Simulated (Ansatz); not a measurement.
## Ba2Tl5V3O12 under changes of volume

One of the cells (18.116 Å³/atom); the others are scaled copies at fixed shape and fractional positions:

```
Ba V Tl O
1.0
     8.15421    0.00000    0.00000
    -4.07711    7.06176    0.00000
     0.00000    0.00000    6.92128
Ba V Tl O
2 3 5 12
Direct
  0.00000 0.00000 0.23552
  0.00000 0.00000 0.76448
  0.50000 0.00000 0.00000
  0.00000 0.50000 0.00000
  0.50000 0.50000 0.00000
  0.50000 0.00000 0.50000
  0.00000 0.50000 0.50000
  0.50000 0.50000 0.50000
  0.33333 0.66667 0.22489
  0.66667 0.33333 0.77511
  0.33890 0.34334 0.81444
  0.65666 0.99556 0.81444
  0.00444 0.66110 0.81444
  0.34334 0.33890 0.18556
  0.99556 0.65666 0.18556
  0.66110 0.00444 0.18556
  0.66110 0.65666 0.18556
  0.34334 0.00444 0.18556
  0.99556 0.33890 0.18556
  0.65666 0.66110 0.81444
  0.00444 0.34334 0.81444
  0.33890 0.99556 0.81444
```

The cell was built by a generator and needn't be a form met in nature.

* Program: Ansatz 0.2.0
* Functional: PBE
* Potentials or basis: Ansatz PAW
* Cutoff: 420 eV (not typed: the program's choice for these potentials)
* k mesh: 4 × 4 × 4
* Occupations: fermi-dirac, width 0.05 eV
* Spin: collinear spin, ferromagnetic start
* Starting moments: [0.0, 0.0, 2.0, 2.0, 2.0, 0.0, 0.0, 0.0, 0.0, 0.0, 0.0, 0.0, 0.0, 0.0, 0.0, 0.0, 0.0, 0.0, 0.0, 0.0, 0.0, 0.0] μB

| volume (Å³/atom) | energy over the lowest point (meV/atom) | pressure (GPa) | largest force (eV/Å) |
| --- | --- | --- | --- |
| 17.029 | 21.47 | 6.5 | 0.869 |
| 17.391 | 9.40 | 4.2 | 0.540 |
| 17.754 | 2.46 | 2.1 | 0.237 |
| 18.116 | 0.00 | 0.2 | 0.055 |
| 18.478 | ? | ? | ? |
| 18.840 | 6.80 | -3.0 | 0.552 |
| 19.203 | 15.18 | -4.3 | 0.778 |

What does the run at 18.478 Å³/atom give?

Energy over the lowest point 1.64 meV/atom; pressure -1.5 GPa; largest force 0.310 eV/Å.

Worked out: A Birch-Murnaghan fit of order 3 (a polynomial in V^(-2/3)) to the other rows has its minimum at 18.15 Å³/atom with B0 = V·E''(V) = 88 GPa and B' = 4.9 at fixed shape and positions, which overstates the stiffness. It gives 1.62 meV/atom at 18.478 Å³/atom, against the run's 1.64, and -dE/dV = -1.5 GPa, against -1.5.

Energies are extrapolated to zero smearing.

Caveats: the starting moments weren't kept.
